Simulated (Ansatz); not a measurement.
Crystal: B2P.

```
B P
1.0
     1.51512    0.87475    3.92488
    -1.51512    0.87475    3.92488
     0.00000   -1.74950    3.92488
B P
2 1
Direct
  0.42934 0.42934 0.42934
  0.57066 0.57066 0.57066
  0.00000 0.00000 0.00000
```

The cell was built by a generator and needn't be a form met in nature.

Base run:

```yaml
Program: Ansatz 0.2.0
Functional: revPBE
Potentials_or_basis: Ansatz PAW
Cutoff: 420 eV
Density_cutoff: 1680 eV
k_mesh: 10 × 10 × 10
Occupations: fermi-dirac, width 0.05 eV
Spin: no spin polarisation
```

Its results: band gap on the k mesh none (metal or under the smearing width); pressure 1.8 GPa; largest force 0.051 eV/Å.

Task: The run is repeated on the same cell with these changes: functional from revPBE to BLYP. What comes out?

Result: Band gap on the k mesh none (metal or under the smearing width); pressure 6.0 GPa; largest force 0.321 eV/Å.

Caveats: the potentials were made for another functional, which shifts forces and pressure; the PAW data sets come from PBE, with cores solved anew for the run's functional, which leaves a small shift of forces and pressure.

Not every run made on this cell is shown here.
